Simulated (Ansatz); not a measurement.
Run this with Ansatz's Python interface and show what comes out.

`run_tae.py`:
```python
# -*- coding: utf-8 -*-
"""Energy to split CH5NSSi into its atoms."""

from collections import Counter

import ansatz as az


def energy(molecule, charge=0, unpaired=0):
    calc = molecule.calculation().basis(gaussian="def2-SVP").functional("r2scan")
    if charge:
        calc = calc.charge(charge)
    if unpaired:
        calc = calc.spin("collinear", total=unpaired)
    report = calc.run(threads=1, pin="off").report
    if report["published_state_doubts"]:
        print("  doubts:", report["published_state_doubts"])
    return report["free_energy_ev"]

geometry_ang = [
    ("S", (-0.4849, 0.7181, -2.1731)),
    ("Si", (0.5823, 0.5516, -0.406)),
    ("C", (0.3504, -1.0472, 0.4594)),
    ("N", (-0.5028, 0.0108, 0.7022)),
    ("H", (-1.7184, 0.5598, -1.6116)),
    ("H", (1.0578, 1.8088, 0.248)),
    ("H", (0.0909, -1.8841, -0.1273)),
    ("H", (1.1308, -1.2506, 1.2521)),
    ("H", (-0.4176, 0.4864, 1.6391)),
]
mol = az.Crystal.molecule()
for symbol, xyz in geometry_ang:
    mol = mol.atom(symbol, xyz)

# unpaired electrons of the ground-state atoms
unpaired = {"S": 2, "Si": 2, "C": 2, "N": 3, "H": 1}
counts = Counter(site.symbol for site in mol.cartesian_sites)
atom_energy = {s: energy(az.Crystal.molecule().atom(s, (0, 0, 0)), 0, unpaired[s]) for s in counts}
whole = energy(mol, 0, 0)
for s, e in atom_energy.items():
    print(f"{s:2s} x{counts[s]}  {e:14.5f} eV")
print(f"CH5NSSi: {whole:.5f} eV")
split = sum(counts[s] * e for s, e in atom_energy.items()) - whole
print(f"atomisation energy (no zero-point term): {split:.3f} eV, {split / sum(counts.values()):.3f} eV an atom")
```

```console
$ python run_tae.py
S  x1    -10828.75057 eV
Si x1     -7870.75192 eV
C  x1     -1028.24726 eV
N  x1     -1483.43974 eV
H  x5       -13.58417 eV
CH5NSSi: -21309.34240 eV
atomisation energy (no zero-point term): 30.232 eV, 3.359 eV an atom
```

30.232 eV from the electronic energies, without the zero-point term.

Caveats:
- These settings explore the input space; basis and method may be short of convergence.
- The geometry is a force-field or estimated start, not a minimum of this method, and the basis set is short of its limit. All parts are taken at fixed geometry, without zero-point energy.
- Run time: 10 s on 1 thread of Arm Neoverse V1, with other jobs on the host, peak memory 0.2 GiB.
